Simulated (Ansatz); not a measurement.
**C₂H₁₀O₅Si₂: up Jacob's ladder to CCSD(T)**

An exercise on one series of results from a longer session: the logs are not shown, and one member is left open.

Computed with Ansatz 0.2.0, Gaussian basis. Level: functionals in def2-TZVPP, the program's frozen cores in correlated methods.

The runs, in order: LDA (SPW92), PBE-D4, revPBE-D4, BLYP-D4, r2SCAN-D4, B97M-V, PBE0-D4, B3LYP-D4, r2SCANh-D4, r2SCAN0-D4, HSE06-D4, BHLYP-D4, CAM-B3LYP-D4, LC-ωPBE, ωB97X-V, ωB97M-V, B2PLYP, PBE-QIDH; CCSD(T)/def2-SVP; CCSD(T)/def2-TZVPP; MP2/def2-QZVPP; extrapolation to the limit; RPA on PBE.

## The geometry

The geometry comes from an earlier relaxation with PBE0-D4 in a triple-zeta def2 set; it is a stationary point, not always the lowest conformer.

SMILES `CO[SiH](C)O[Si](O)(O)O`, 19 atoms, charge 0, spin multiplicity 1.

Atoms are counted from 1 here; the program's logs count them from 0.

Bond lengths: C1–O2 1.408 Å, C1–H10 1.097 Å, C1–H11 1.095 Å, C1–H12 1.091 Å, O2–Si3 1.635 Å, Si3–C4 1.846 Å, Si3–O5 1.644 Å, Si3–H13 1.488 Å, C4–H14 1.093 Å, C4–H15 1.093 Å, C4–H16 1.092 Å, O5–Si6 1.616 Å, Si6–O7 1.629 Å, Si6–O8 1.634 Å, Si6–O9 1.632 Å, O7–H17 0.958 Å, O8–H18 0.958 Å, O9–H19 0.958 Å. Angles: O2–C1–H10 111.6°, O2–C1–H11 111.2°, O2–C1–H12 108.4°, H10–C1–H11 108.5°, H10–C1–H12 108.4°, H11–C1–H12 108.6°, C1–O2–Si3 123.1°, O2–Si3–C4 107.8°, O2–Si3–O5 108.3°, O2–Si3–H13 109.2°, C4–Si3–O5 111.0°, C4–Si3–H13 113.1°, O5–Si3–H13 107.4°, Si3–C4–H14 109.9°, Si3–C4–H15 110.6°, Si3–C4–H16 111.0°, H14–C4–H15 108.4°, H14–C4–H16 108.7° and more.

The first run:

in.yaml

```yaml
crystal:
  periodic: [false, false, false]
  atoms:
    - {symbol: C, position_ang: [-2.154248, -2.044067, -0.539539]}
    - {symbol: O, position_ang: [-0.755190, -2.106868, -0.396738]}
    - {symbol: Si, position_ang: [0.106609, -1.006299, 0.452204]}
    - {symbol: C, position_ang: [1.877125, -1.525863, 0.415516]}
    - {symbol: O, position_ang: [-0.090650, 0.463797, -0.256812]}
    - {symbol: Si, position_ang: [0.244831, 2.033638, -0.073314]}
    - {symbol: O, position_ang: [-0.833753, 2.852525, 0.832157]}
    - {symbol: O, position_ang: [0.236406, 2.751694, -1.540747]}
    - {symbol: O, position_ang: [1.680361, 2.088540, 0.700286]}
    - {symbol: H, position_ang: [-2.653839, -1.911621, 0.427685]}
    - {symbol: H, position_ang: [-2.447611, -1.219773, -1.197884]}
    - {symbol: H, position_ang: [-2.498634, -2.981537, -0.979863]}
    - {symbol: H, position_ang: [-0.445182, -0.912391, 1.831259]}
    - {symbol: H, position_ang: [2.496095, -0.769472, 0.903824]}
    - {symbol: H, position_ang: [2.222216, -1.640257, -0.614871]}
    - {symbol: H, position_ang: [2.016027, -2.478683, 0.931060]}
    - {symbol: H, position_ang: [-1.593556, 3.211798, 0.372446]}
    - {symbol: H, position_ang: [0.606916, 2.254466, -2.270790]}
    - {symbol: H, position_ang: [1.944277, 2.936071, 1.060618]}
basis:
  gaussian: {orbitals: def2-TZVPP}
hamiltonian: {xc: lda}
output: {orbitals: {seedname: orbitals}}
```

Steps of the session up to this table: LDA; PBE-D4 (GGA); revPBE-D4 (GGA); BLYP-D4 (GGA); r2SCAN-D4 (meta-GGA); B97M-V (meta-GGA); PBE0-D4 (hybrid); B3LYP-D4 (hybrid); r2SCANh-D4 (hybrid); r2SCAN0-D4 (hybrid); HSE06-D4 (hybrid); BHLYP-D4 (hybrid); CAM-B3LYP-D4 (range-separated); LC-ωPBE (range-separated); ωB97X-V (range-separated); ωB97M-V (range-separated); B2PLYP (double hybrid); PBE-QIDH (double hybrid).

One table of the session follows, with a row left open; its other results are not shown here.

It belongs to the step «Orbital energies across the functionals». 

| functional | HOMO (eV) | LUMO (eV) | gap (eV) |
| --- | --- | --- | --- |
| LDA (SPW92) | -6.72 | -0.62 | 6.10 |
| PBE-D4 | -6.60 | -0.43 | 6.17 |
| revPBE-D4 | -6.55 | -0.33 | 6.22 |
| BLYP-D4 | -6.52 | -0.47 | 6.05 |
| r2SCAN-D4 | -6.93 | 0.22 | 7.15 |
| B97M-V | ? | ? | ? |
| PBE0-D4 | -8.13 | 0.45 | 8.57 |
| B3LYP-D4 | -7.91 | 0.07 | 7.98 |
| r2SCANh-D4 | -7.51 | 0.48 | 7.99 |
| r2SCAN0-D4 | -8.36 | 0.86 | 9.22 |
| HSE06-D4 | -7.72 | 0.08 | 7.80 |
| BHLYP-D4 | -9.58 | 1.09 | 10.66 |
| CAM-B3LYP-D4 | -9.58 | 1.20 | 10.78 |
| LC-ωPBE | -10.91 | 2.57 | 13.48 |
| ωB97X-V | -10.60 | 2.33 | 12.92 |
| ωB97M-V | -10.48 | 1.88 | 12.36 |

Q: Estimate the row for B97M-V from the others.

As computed: HOMO (eV): -7.06; LUMO (eV): -0.21; gap (eV): 6.86. In the column «HOMO (eV)» it lies between r2SCANh-D4 (-7.51) and r2SCAN-D4 (-6.93).
